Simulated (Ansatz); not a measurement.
**CdH2O2: how the settings move a single-point run**

Question: which choices in the input matter for CdH2O2?

Method: reference: DFT, PBEsol, plane waves, PAW, in Ansatz 0.2.0.

### 1 Starting point

The structure is trigonal, space group P-3m1 (No. 164). The conventional cell has a = 3.502 Å, b = 3.502 Å, c = 4.569 Å, α = 90.00°, β = 90.00°, γ = 120.00°. Cd (site symmetry -3m) is surrounded by 6 O at 2.30 Å. H (site symmetry 3m) is surrounded by 1 O at 0.97 Å. O (site symmetry 3m) is surrounded by 1 H at 0.97 Å.

Coordinates:

```xyz
5
Lattice="3.5020 0.0000 0.0000 -1.7510 3.0328 0.0000 0.0000 0.0000 4.5692" Properties=species:S:1:pos:R:3 pbc="T T T"
Cd    0.0000    0.0000    0.0000
H     1.7510    1.0109    2.4987
H     0.0000    2.0219    2.0704
O     1.7510    1.0109    3.4644
O     0.0000    2.0219    1.1048
```

### 2 Reference

File input.yaml:

```yaml
crystal:
  lattice:
    - [3.5019706991, 0.0, 0.0]
    - [-1.7509853495, 3.0327955887, 0.0]
    - [0.0, 0.0, 4.5691751517]
  atoms:
    - { symbol: Cd, position: [0.0, 0.0, 0.0] }
    - { symbol: H, position: [0.6666666667, 0.3333333333, 0.5468707629] }
    - { symbol: H, position: [0.3333333333, 0.6666666667, 0.4531292371] }
    - { symbol: O, position: [0.6666666667, 0.3333333333, 0.7582065004] }
    - { symbol: O, position: [0.3333333333, 0.6666666667, 0.2417934996] }
kpoints:
  mp_grid: { grid: [6, 6, 4] }
hamiltonian:
  xc: pbesol
scf:
  occupations: { method: fixed }
  n_extra_bands: 5
output:
  forces: true
  stress: true
  eigenvalues: true
```

Started as:

```sh
$ ansatz run input.yaml --threads 4 --pin off --max-ram 4608MiB --backend cpu --events-out ev --progress --plain --runs-dir out
```

### 3 Variant: ecutwfc 900

input.yaml, as its differences from that of step 2:

```diff
@@ -22 +22,3 @@
   eigenvalues: true
+basis:
+  ecutwfc: 900
```

### 4 Changed: mixing.ndim 30

input.yaml, as its differences from that of step 2:

```diff
@@ -18,2 +18,4 @@
   n_extra_bands: 5
+  mixing: { ndim: 30 }
+  max_iter: 95
 output:
```

### 5 Changing settings: ecutwfc 350

input.yaml, as its differences from that of step 2:

```diff
@@ -22 +22,3 @@
   eigenvalues: true
+basis:
+  ecutwfc: 350
```

### 6 Variant: occupations.method fermi_dirac, occupations.width 0.5

input.yaml, as its differences from that of step 2:

```diff
@@ -16,3 +16,3 @@
 scf:
-  occupations: { method: fixed }
+  occupations: { method: fermi_dirac, width: 0.5 }
   n_extra_bands: 5
```

### 7 Variant: xc mr2scan

input.yaml, as its differences from that of step 2:

```diff
@@ -14,3 +14,3 @@
 hamiltonian:
-  xc: pbesol
+  xc: mr2scan
 scf:
```

**Question.** What will these runs give? Wanted: for each run, ending; energy change; pressure; gap; force.

As calculated:

```
                                                     run     ending        energy change  pressure (GPa)  gap (eV)  force (eV/Å)  cycles   time
                                               reference  converged                    0             1.2      1.64          0.64       7  1.3 s
                                          1: ecutwfc 900  converged        -5.4 meV/atom             1.1      1.64          0.62       6  2.3 s
                                       2: mixing.ndim 30  converged         0.0 meV/atom             1.2      1.64          0.64       6  1.2 s
                                          3: ecutwfc 350  converged       +41.1 meV/atom             1.2      1.63          0.64       6  1.1 s
4: occupations.method fermi_dirac, occupations.width 0.5  converged  +6.7 meV/atom (σ→0)             1.6      1.65          0.68       8  1.2 s
                                           5: xc mr2scan  converged       not comparable             1.1      2.31          0.07       6  2.3 s
```

Residual by cycle in the longest SCF loop of each run; runs are numbered as in the table. The quantity is the density residual dr2, in eV.

```
cycle  reference    run 1   run 2    run 3    run 4    run 5
    1     0.0588   0.0578  0.0588   0.0766   0.0704     0.03
    2     0.0032  0.00308  0.0136  0.00378  0.00545  0.00587
    3     8.4e-4   8.4e-4  4.5e-4   9.2e-4  0.00154   8.4e-4
    4     3.6e-5   3.6e-5  3.7e-5   3.2e-5   9.7e-5   2.0e-5
    5     3.7e-6   3.9e-6  1.3e-6   4.3e-6   1.6e-5   2.8e-6
    6     1.0e-7   9.0e-8  7.7e-8   6.7e-8   1.0e-6   9.7e-8
    7     3.3e-9        -       -        -   1.3e-7        -
    8          -        -       -        -   1.6e-8        -
```

What this shows: Run 3 ran under the cutoff that the potentials recommend, as the log warns, so basis error is mixed into its values. Of the variants the dearest is «xc mr2scan» (2.3 s), the cheapest «ecutwfc 350» (1.1 s), on a shared host.
